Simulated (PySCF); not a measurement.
**GaH: changing the method**

Aim: see what other levels and later steps give for GaH.

Method: method and basis as typed in the scripts; program: PySCF 2.14.0.

3 further runs of the same task are left out: 3 that didn't finish.

### Step 1. The starting structure

GaH: 2 atoms, charge 0, spin multiplicity 1.

Bond lengths: Ga1–H2 1.525 Å.

### Step 2. The base run

Contents of input.py:

```python
from pyscf import gto, scf

mol = gto.M(
    atom='Ga 0 0 0; H 0 0 1.525',
    basis='jorge-dzp-dkh',
    charge=0,
    spin=0,
    verbose=4,
)
mf = scf.RHF(mol)
mf = mf.sfx2c1e()
mf = mf.density_fit(auxbasis='def2-universal-jkfit')
mf.kernel()
mf.stability(internal=True, external=True)
mf.dip_moment()
print('orbital energies (hartree):', mf.mo_energy[..., max(0, mol.nelec[1]-3):mol.nelec[0]+3].round(4))
```

Run with:

```sh
> python input.py
```

### Step 3. EOM-IP

Edit 1 changes step after the SCF: stability → eomip; number of roots: none → 5.

input.py, as its differences from that of step 2:

```diff
@@ -1,2 +1,2 @@
-from pyscf import gto, scf
+from pyscf import gto, scf, cc
 
@@ -13,3 +13,6 @@
 mf.kernel()
-mf.stability(internal=True, external=True)
+mycc = cc.CCSD(mf)
+mycc.kernel()
+e = mycc.ipccsd(nroots=5)[0]
+print('roots (eV) =', (e*27.211386).round(3))
 mf.dip_moment()
```

### Step 4. Pbesol (RKS)

Edit 2 changes functional: none (Hartree–Fock) → pbesol; SCF type: RHF → RKS; step after the SCF: stability → analyze.

Contents of input.py:

```python
from pyscf import gto, dft

mol = gto.M(
    atom='Ga 0 0 0; H 0 0 1.525',
    basis='jorge-dzp-dkh',
    charge=0,
    spin=0,
    verbose=4,
)
mf = dft.RKS(mol, xc='pbesol')
mf = mf.sfx2c1e()
mf = mf.density_fit(auxbasis='def2-universal-jkfit')
mf.kernel()
mf.analyze()
print('orbital energies (hartree):', mf.mo_energy[..., max(0, mol.nelec[1]-3):mol.nelec[0]+3].round(4))
```

### Step 5. CCSD(T)

Edit 3 changes step after the SCF: stability → ccsd(t); frozen orbitals: none → 9.

input.py, as its differences from that of step 2:

```diff
@@ -1,2 +1,2 @@
-from pyscf import gto, scf
+from pyscf import gto, scf, cc
 
@@ -13,3 +13,5 @@
 mf.kernel()
-mf.stability(internal=True, external=True)
+mycc = cc.CCSD(mf, frozen=9)
+mycc.kernel()
+mycc.ccsd_t()
 mf.dip_moment()
```

### Step 6. TDHF

Edit 4 changes step after the SCF: stability → tddft; number of roots: none → 5.

input.py, as its differences from that of step 2:

```diff
@@ -1,2 +1,2 @@
-from pyscf import gto, scf
+from pyscf import gto, scf, tdscf
 
@@ -13,3 +13,6 @@
 mf.kernel()
-mf.stability(internal=True, external=True)
+td = tdscf.TDHF(mf)
+td.nstates = 5
+td.kernel()
+td.analyze()
 mf.dip_moment()
```

### Step 7. MP2

Edit 5 changes step after the SCF: stability → mp2; frozen orbitals: none → 9.

input.py, as its differences from that of step 2:

```diff
@@ -1,2 +1,2 @@
-from pyscf import gto, scf
+from pyscf import gto, scf, mp
 
@@ -13,3 +13,3 @@
 mf.kernel()
-mf.stability(internal=True, external=True)
+mp.MP2(mf, frozen=9).kernel()
 mf.dip_moment()
```

### Step 8. Geometry optimisation

Edit 6 changes step after the SCF: stability → optimize.

input.py, as its differences from that of step 2:

```diff
@@ -1,2 +1,3 @@
 from pyscf import gto, scf
+from pyscf.geomopt.geometric_solver import optimize
 
@@ -13,4 +14,5 @@
 mf.kernel()
-mf.stability(internal=True, external=True)
-mf.dip_moment()
+mol_eq = optimize(mf, maxsteps=30)
+print('optimised geometry (angstrom)')
+print(mol_eq.tostring('raw'))
 print('orbital energies (hartree):', mf.mo_energy[..., max(0, mol.nelec[1]-3):mol.nelec[0]+3].round(4))
```

What does the calculation give? Wanted: for each run, E(SCF); from base; gap; SCF dipole; after the SCF.

**Answer**, as computed:

```tsv
run	E(SCF) (hartree)	from base (eV)	cycles	gap (eV)	SCF dipole (D)	after the SCF
base	-1942.640589	0	8	9.20	0.33	stable
EOM-IP	-1942.640589	0.0000	8	9.20	0.33	CCSD correlation -16.242 eV, first root 7.97 eV
pbesol (RKS)	-1942.536596	not comparable	8	2.48	0.12	n/a
CCSD(T)	-1942.640589	0.0000	8	9.20	0.33	CCSD(T) correlation -8.964 eV, core frozen
TDHF	-1942.640589	0.0000	8	9.20	0.33	lowest root found 3.13 eV
MP2	-1942.640589	0.0000	8	9.20	0.33	MP2 correlation -8.874 eV, core frozen
geometry optimisation	-1942.640589	0.0000	8	9.20	n/a	bond 1.656 Å, -0.108 eV
```

SCF columns refer to the geometry typed in the script.

What this shows: On the same reference and core, CCSD(T) gains 8.96 eV in 2.8 s; MP2 reaches 99 % of that in 0.9 s. Total energies of different functionals can't be compared with each other; differences within one functional can. The dearest run is “TDHF”, at 8.6 s against 2.3 s.
